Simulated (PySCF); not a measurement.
# C4H12AlN: electronic excitations

Aim: predict the electronic excitations of C4H12AlN (`C[N+]1(C)C[CH2][AlH2-]1`).

Programs: PySCF 2.14.0, with density-fitted response routines of our own. Each step states its level of theory. These are calculated values for one molecule in the gas phase, unless marked as measured. Atoms are numbered from 0 throughout.

### Step 1. Starting geometry

18 atoms, charge 0, multiplicity 1; geometry from: GFN2-xTB.

Bonds of the start (Å): C0–N1 1.45, N1–C2 1.45, N1–C3 1.48, C3–C4 1.54, C4–Al5 2.03, Al5–N1 2.08, C0–H6 1.10, C0–H7 1.09, C0–H8 1.09, C2–H9 1.09, C2–H10 1.10, C2–H11 1.09, C3–H12 1.09, C3–H13 1.10, C4–H14 1.10, C4–H15 1.09, Al5–H16 1.56, Al5–H17 1.56.

### Step 2. Excited states and response: B3LYP/def2-SVPD

What the job is given:

```
{"job": {"kind": "uv", "xc": "B3LYP", "basis": "def2-SVPD", "nstates": 8, "ntriplets": 3}, "charge": 0, "multiplicity": 1}
C     -0.964328     0.634992    -1.050970
N     -0.422558     0.004999     0.139446
C     -1.482238    -0.581356     0.941479
C      0.613944    -0.977994    -0.228146
C      1.900651    -0.167411    -0.473475
Al     1.136233     1.225836     0.786966
H     -1.435966    -0.094269    -1.718904
H     -1.698450     1.386776    -0.762915
H     -0.152050     1.138511    -1.577334
H     -2.214066     0.183975     1.197104
H     -1.988880    -1.394895     0.409813
H     -1.055494    -0.967282     1.866184
H      0.758399    -1.633712     0.632714
H      0.285543    -1.593711    -1.075399
H      2.005067     0.059970    -1.541748
H      2.768790    -0.785464    -0.224982
H      1.190626     0.897757     2.311367
H      0.746018     2.669594     0.357144
```

Method: TDDFT B3LYP/def2-SVPD, vertical, gas phase, core orbitals frozen in the response.

Run with:

```bash
> OMP_NUM_THREADS=1 python probes_run.py task.json out
```

The driver reads the jobs from task.json and runs them one after another.

What will the session give for the following? lowest singlet (B3LYP/def2-SVPD); brightest single state of those computed; lowest triplet. Wanted: lowest singlet; brightest single state of those computed; lowest triplet.

The runs gave:

```
                                quantity                        value
        lowest singlet (B3LYP/def2-SVPD)  5.86 eV (212 nm), f = 0.034
brightest single state of those computed  state 5, 6.85 eV, f = 0.049
                          lowest triplet                      5.51 eV
```

What this shows: The lowest singlet, at 5.86 eV, is HOMO→LUMO 0.90 and is weak; of the 8 states computed, the strongest absorption comes from state 5 at 6.85 eV. The lowest triplet lies 0.35 eV below the lowest singlet (triplets in Tamm-Dancoff, singlets in full TDDFT). States above −ε(HOMO) lie where TDDFT describes them poorly and they hang on the basis; the brightest is among them.
